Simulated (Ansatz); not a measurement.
Runs of Ansatz 0.2.0 on HfIn4SiO6. Symmetry: C2, No. 5, monoclinic system. Conventional cell: a = 5.432 Å, b = 9.407 Å, c = 7.636 Å, α = 90.00°, β = 104.07°, γ = 90.00°. Around Hf (site symmetry 2) lie 6 O at 2.13 to 2.14 Å. Around In (site symmetry 2) lie 2 O at 2.73 Å and 4 In at 3.12 Å. In (site symmetry 2) is surrounded by 6 O at 2.23 Å. Around In (site symmetry 2) lie 2 O at 2.73 Å and 3 In at 3.07 to 3.12 Å. In (site symmetry 2) has 2 O at 2.73 Å and 3 In at 3.07 to 3.12 Å as nearest neighbours. Si (site symmetry 2) is surrounded by 6 O at 1.85 Å. O (site symmetry 1) is surrounded by 1 Si at 1.85 Å. O (site symmetry 1) is surrounded by 1 Si at 1.85 Å. The cell was built by a generator and needn't be a form met in nature.

```tsv
task	level	U	cell	k mesh	hubbard projectors	double counting	points for each segment of the path	mesh quality	gap on the mesh (eV)	pressure (GPa)	largest force (eV/Å)
projected density of states	PBE+U	Hf d U = 6 eV	as given	6 × 6 × 4	ortho-atomic (the default)	fll (the default)	-	not flagged	none	(a)	0.32
projected density of states	PBE+U	Hf d U = 8 eV	as given	6 × 6 × 4	ortho-atomic (the default)	fll (the default)	-	not flagged	none	2.2	0.45
single point	HSE03	-	as given	3 × 3 × 2	-	-	-	coarse	none	-4.0	0.56
projected density of states	PBE+U	Hf d U = 4 eV	as given	6 × 6 × 4	ortho-atomic (the default)	fll (the default)	-	not flagged	none	(d)	0.20
projected density of states	PBE+U	Hf d U = 2 eV	as given	6 × 6 × 4	ortho-atomic (the default)	fll (the default)	-	not flagged	none	(c)	(b)
band structure	PBE	-	as given	6 × 6 × 4	-	-	10	not flagged	none	0.0	0.01
relaxation of cell and atoms	PBE	-	relaxed	4 × 4 × 3	-	-	-	not flagged	none	0.0	-
```

Alike in all rows: potentials or basis Ansatz PAW; no spin polarisation; cutoff (eV) 420; smearing fermi-dirac 0.05 eV.

Fill in the values left out.

(a) 1.6; (b) 0.10; (c) 0.5; (d) 1.0.

Caveats: some runs use coarse meshes; U without spin polarisation on a metal has little footing (some runs); the PAW data sets come from PBE, with cores solved anew for the run's functional, which leaves a small shift of forces and pressure (some runs); the thresholds are loose for stress (some runs); spin-orbit coupling is left out, which moves the levels of the heavy elements (some runs); the plane-wave basis is chosen anew once the cell has moved, so the energies of steps on either side of that aren't comparable (some runs).

A k mesh can miss the band edges, and the runs leave out spin-orbit coupling on Hf, In.

A gap of «none» marks a metal or a gap under the smearing width.
